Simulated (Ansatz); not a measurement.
**(FAlNH)4 cubane (Al4F4H4N4): structure and electronic state**

Aim: characterise (FAlNH)4 cubane (Al4F4H4N4) as a singlet: its structure, frontier levels and distribution of charge.

Program: Ansatz 0.2.0, Gaussian basis. Level of theory: RKS PBE0-D4/def2-TZVP. These are calculated values, not measurements.

Plan: relaxation at PBE-D4/def2-SVP; a single point at PBE0-D4/def2-TZVP.

## 1. The system as given

16 atoms, charge 0, spin multiplicity 1.

Atoms are counted from 1 here; the program's logs count them from 0.

Bond lengths: Al1–F2 1.638 Å, Al1–N3 1.934 Å, Al1–N6 1.934 Å, Al1–N9 1.933 Å, N3–Al4 1.933 Å, N3–Al10 1.934 Å, N3–H13 1.016 Å, Al4–F5 1.638 Å, Al4–N6 1.934 Å, Al4–N12 1.934 Å, N6–Al7 1.933 Å, N6–H14 1.016 Å, Al7–F8 1.638 Å, Al7–N9 1.934 Å, Al7–N12 1.933 Å, N9–Al10 1.934 Å, N9–H15 1.016 Å, Al10–F11 1.638 Å and more. Angles: F2–Al1–N3 123.2°, F2–Al1–N6 123.1°, F2–Al1–N9 123.3°, N3–Al1–N6 92.9°, N3–Al1–N9 92.9°, N6–Al1–N9 92.9°, Al1–N3–Al4 87.0°, Al1–N3–Al10 87.0°, Al1–N3–H13 127.4°, Al4–N3–Al10 87.1°, Al4–N3–H13 127.5°, Al10–N3–H13 127.2°, N3–Al4–F5 123.2°, N3–Al4–N6 92.9°, N3–Al4–N12 92.9°, F5–Al4–N6 123.2°, F5–Al4–N12 123.1°, N6–Al4–N12 92.9° and more.

The start is a GFN2-xTB geometry.

## 2. Relaxation at PBE-D4/def2-SVP

in.yaml

```yaml
crystal:
  periodic: [false, false, false]
  atoms:
    - {symbol: Al, position_ang: [-0.783700, 1.429370, 0.042420]}
    - {symbol: F, position_ang: [-1.573470, 2.864000, 0.083280]}
    - {symbol: N, position_ang: [-1.194740, -0.039400, 1.231000]}
    - {symbol: Al, position_ang: [-1.065130, -1.194520, -0.313450]}
    - {symbol: F, position_ang: [-2.133840, -2.395910, -0.627390]}
    - {symbol: N, position_ang: [-0.750870, 0.285810, -1.516940]}
    - {symbol: Al, position_ang: [1.134710, 0.037030, -1.170370]}
    - {symbol: F, position_ang: [2.276700, 0.074580, -2.344510]}
    - {symbol: N, position_ang: [1.120300, 1.257750, 0.329880]}
    - {symbol: Al, position_ang: [0.713370, -0.271940, 1.440540]}
    - {symbol: F, position_ang: [1.428810, -0.544180, 2.888980]}
    - {symbol: N, position_ang: [0.824860, -1.503920, -0.044670]}
    - {symbol: H, position_ang: [-1.899700, -0.062040, 1.962200]}
    - {symbol: H, position_ang: [-1.194930, 0.455590, -2.414770]}
    - {symbol: H, position_ang: [1.783980, 2.002010, 0.524330]}
    - {symbol: H, position_ang: [1.313640, -2.394220, -0.070530]}
basis:
  gaussian: {orbitals: def2-SVP}
hamiltonian: {xc: pbe, dispersion: d4}
scf: {lower_state_search: "off"}
output: {orbitals: {seedname: orbitals}}
relax: {f_tol: 0.03, max_steps: 70}
```

Command:

```bash
$ ansatz run in.yaml --threads 2 --pin off --events-out ev --progress --plain --max-ram 32768MiB --backend cuda --devices 0, --max-vram 18GiB
```

Further steps of the session: Single point, PBE0-D4/def2-TZVP.

Q: Predict the results of all the runs planned. Wanted: point group; commonest bond, hydrogen aside; HOMO, LUMO at PBE0-D4/def2-TZVP; dipole at PBE-D4/def2-SVP.

As calculated:

| quantity | value |
| --- | --- |
| point group | Td |
| commonest bond, hydrogen aside | Al–N, 12 of mean length 1.933 Å |
| HOMO, LUMO at PBE0-D4/def2-TZVP | -8.67, -1.41 eV |
| dipole at PBE-D4/def2-SVP | 0.00 D |

In words: The molecule keeps its bonding pattern by the stored test; the atoms moved 0.05 Å (rms). No usable vibrations, so a minimum isn't proven.
